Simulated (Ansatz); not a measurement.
# H13ClO6: the cost of one run

Method: DFT PBE+D3(BJ), plane waves, PAW, scalar-relativistic, no spin polarisation, in Ansatz 0.2.0.

### Step 1. The starting structure

The cell holds 20 atoms (ClH13O6): a = 6.334 Å, b = 6.334 Å, c = 6.334 Å, α = 90.00°, β = 90.00°, γ = 90.00°.

The coordinates stand in the first input below.

### Step 2. Preparing the start

File input.yaml:

```yaml
accuracy: low
crystal:
  lattice:
    - [6.333857, 0.0, 0.0]
    - [0.0, 6.333857, 0.0]
    - [0.0, 0.0, 6.333857]
  atoms:
    - { symbol: O, position: [0.4205838, 0.7952142, 0.368425] }
    - { symbol: H, position: [0.2983616, 0.706192, 0.3912482] }
    - { symbol: H, position: [0.3978864, 0.9139376, 0.462093] }
    - { symbol: O, position: [0.0121097, -0.0052099, 0.9557973] }
    - { symbol: H, position: [0.1498655, 0.0538714, 0.9860768] }
    - { symbol: H, position: [-0.0803028, 0.0626522, 1.0569842] }
    - { symbol: O, position: [0.8820444, 0.588874, 0.8534754] }
    - { symbol: H, position: [0.7946055, 0.609074, 0.7296589] }
    - { symbol: H, position: [0.8034183, 0.4889088, 0.9383814] }
    - { symbol: O, position: [0.7235669, 0.1462355, 0.3804675] }
    - { symbol: H, position: [0.6979086, 0.0011647, 0.3394767] }
    - { symbol: H, position: [0.8010089, 0.1344259, 0.5117968] }
    - { symbol: O, position: [0.1153145, 0.4006669, 0.5087021] }
    - { symbol: H, position: [0.1045362, 0.4793452, 0.6393838] }
    - { symbol: H, position: [0.2559289, 0.3407303, 0.5130961] }
    - { symbol: O, position: [0.7744389, 0.5947638, 0.3660023] }
    - { symbol: H, position: [0.8139445, 0.6112054, 0.2191926] }
    - { symbol: H, position: [0.6406051, 0.5210096, 0.360262] }
    - { symbol: Cl, position: [0.3640801, 0.4635989, 0.109876] }
    - { symbol: H, position: [0.2015798, 0.3529421, 0.0631094] }
basis:
  ecutwfc: 420.0
kpoints:
  mp_grid: { grid: [1, 1, 1] }
hamiltonian:
  xc: pbe
  dispersion: d3bj
scf:
  occupations: { method: fermi_dirac, width: 0.02 }
  lower_state_search: "off"
relax:
  f_tol: 0.3
  max_steps: 15
  adjacent_minimum: "off"
```

Command:

```bash
> ansatz run input.yaml --threads 1 --pin off --max-ram 3072MiB --backend cpu --events-out ev --progress --plain --runs-dir out
```

**Question.** How long does this run take on 1 thread of Intel Xeon at 2.80GHz (Skylake/Cascade Lake), shared host, and how much memory does it need?

About 23 s, with a peak of 0.41 GiB.
